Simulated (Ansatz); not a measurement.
# Y: pressure up to the limit of the methods

One table from this session's results is given with a row withheld; the runs are named, their logs left out.

Method: DFT PBE, with the methods named in each step, in Ansatz 0.2.0.

## Starting point

The structure is hexagonal, space group P6_3/mmc (No. 194). The conventional cell has a = 3.604 Å, b = 3.604 Å, c = 11.713 Å, α = 90.00°, β = 90.00°, γ = 120.00°. Around Y (site symmetry -3m) lie 12 Y at 3.59 to 3.60 Å. Y (site symmetry -6m2) is surrounded by 12 Y at 3.59 to 3.60 Å.

Coordinates:

```
CELL_PARAMETERS angstrom
3.60404 0.00000 0.00000
-1.80202 3.12119 0.00000
0.00000 0.00000 11.71314
ATOMIC_POSITIONS crystal
Y 0.00000 0.00000 0.00000
Y 0.00000 0.00000 0.50000
Y 0.33333 0.66667 0.25000
Y 0.66667 0.33333 0.75000
```

Whether this phase is the stable one at these pressures isn't tested.

Atoms are numbered in the order of the input: Y1, Y2, Y3, Y4.

Set-up of the first run:

input.yaml reads:

```yaml
crystal:
  lattice:
    - [3.6040421749, 0.0, 0.0]
    - [-1.8020210874, 3.1211920798, 0.0]
    - [0.0, 0.0, 11.7131370683]
  atoms:
    - { symbol: "Y", position: [0.0, 0.0, 0.0] }
    - { symbol: "Y", position: [0.0, 0.0, 0.5] }
    - { symbol: "Y", position: [0.3333333333, 0.6666666667, 0.25] }
    - { symbol: "Y", position: [0.6666666667, 0.3333333333, 0.75] }
kpoints:
  mp_grid: { grid: [10, 10, 3] }
scf:
  occupations: { method: fermi_dirac, width: 0.08 }
hamiltonian:
  xc: pbe
  pseudopotentials: { kind: paw }
output:
  forces: true
  stress: true
relax:
  f_tol: 0.005
  max_steps: 40
  cell: {}
```

Started as:

```
> ansatz run input.yaml --threads 1 --pin off --max-ram 3072MiB --backend cpu --events-out ev --progress --plain --runs-dir out
```

Among the steps run: Cell relaxed at zero pressure, PAW; Volume scaled by 1, PAW; Volume scaled by 1, PAW (partial_waves polarizable); Shape and atoms relaxed at 0.9 of the volume, PAW; Volume scaled by 0.9, PAW; Shape and atoms relaxed at 0.6 of the volume, PAW; Volume scaled by 0.6, PAW; Volume scaled by 0.6, PAW (cutoff 250 eV); Shape and atoms relaxed at 0.5 of the volume, PAW; Volume scaled by 0.5, PAW; Volume scaled by 0.5, PAW (core large); Shape and atoms relaxed at 0.4 of the volume, PAW; Volume scaled by 0.4, PAW; Volume scaled by 0.4, PAW (cutoff 250 eV).

One table of the session follows, with a row left open; its other results are not shown here.

| method | volume over the first | volume (Å³/atom) | pressure (GPa) |
| --- | --- | --- | --- |
| PAW | 1 | 32.547 | 0.01 |
| PAW | 0.9 | 29.292 | 4.81 |
| PAW | 0.6 | 19.528 | 43.67 |
| PAW | 0.5 | 16.273 | 76.90 |
| PAW | 0.4 | 13.019 | 146.22 |
| PAW (core large) | 0.5 | 16.273 | 76.90 |
| PAW (cutoff 250 eV) | 0.6 | ? | ? |
| PAW (cutoff 250 eV) | 0.4 | 13.019 | 148.37 |
| PAW (partial_waves polarizable) | 1 | 32.547 | 0.01 |

Estimate the missing values for PAW (cutoff 250 eV), 0.6.

**Answer.** volume (Å³/atom): 19.528; pressure (GPa): 43.72.

Caveats from the session: Warnings in the runs' records: cutoff below recommended, datasets by core.
